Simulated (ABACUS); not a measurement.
CsLiCr2Te2S3:

```
Cs Li Cr Te S
1.0
     3.42162   -5.18069    0.00784
     3.42162    5.18069    0.00784
    -2.90411    0.00000    7.43093
Cs Li Cr Te S
1 1 2 2 3
Direct
  0.09374 0.09374 0.00853
  0.58875 0.58875 0.55336
  0.05646 0.46755 0.55790
  0.46755 0.05646 0.55790
  0.56486 0.87357 0.29035
  0.87357 0.56486 0.29035
  0.81151 0.39697 0.73347
  0.39697 0.81151 0.73347
  0.21404 0.21404 0.48371
```

The cell was built by a generator and needn't be a form met in nature.

Alike in all runs: program ABACUS 3.10.1; functional PBE; potentials or basis PseudoDojo NC SR 0.4.1 PBE standard; cutoff 1361 eV; density cutoff 5442 eV; basis DZP LCAO (the cutoffs set its grid); k mesh 4 × 4 × 3; occupations fermi-dirac, width 0.05 eV.

The same cell was started in several ways:

```csv
start,free energy over the lowest (meV/atom),net moment (μB),site or absolute moments (μB),gap
"collinear spin, ferromagnetic start of up to 3 μB; fixed moment 1",99.6,1.00,"Cs -0.00; Li -0.00; Cr +0.82, +0.80; Te -0.19, -0.18; S -0.09, -0.08",-
"collinear spin, ferromagnetic start of up to 3 μB; fixed moment 7",77.3,7.00,"Cs +0.04; Li +0.01; Cr +3.08, +3.09; Te +0.49, +0.46; S -0.06, -0.08, -0.04",-
"collinear spin, ferromagnetic start of up to 3 μB; fixed moment 4.5",0.0,4.50,"Cs +0.02; Li +0.01; Cr +2.71, +2.72; Te -0.28, -0.29; S -0.12, -0.15",-
"collinear spin, ferromagnetic start of up to 3 μB; fixed moment 2",72.7,2.00,"Cs +0.01; Li +0.00; Cr +1.45, +1.43; Te -0.29, -0.27; S -0.13, -0.12, -0.09",-
"collinear spin, ferromagnetic start of up to 3 μB; fixed moment 6",32.9,6.00,"Cs +0.03; Li +0.01; Cr +2.96, +2.97; Te +0.16, +0.14; S -0.08, -0.11, -0.09",-
"collinear spin, ferromagnetic start of up to 3 μB; fixed moment 3.5",17.7,3.50,"Cs +0.01; Li +0.01; Cr +2.35; Te -0.40; S -0.13, -0.16",-
```

All polarised runs hold their moment fixed, so the table maps the energy against it. A still lower state may exist.

Caveats: the atomic orbitals were generated for these runs and aren't a published set; the basis of atomic orbitals isn't converged, which shifts pressures, moduli and gaps; the total moment is fixed, so each spin has its own Fermi level; only a ferromagnetic start was run, and an antiferromagnetic order may lie lower in energy (some runs); the moment is held away from its start (some runs); forces of over 1 eV/Å show positions far from the minimum, so gaps and moduli don't describe the material at rest (some runs).
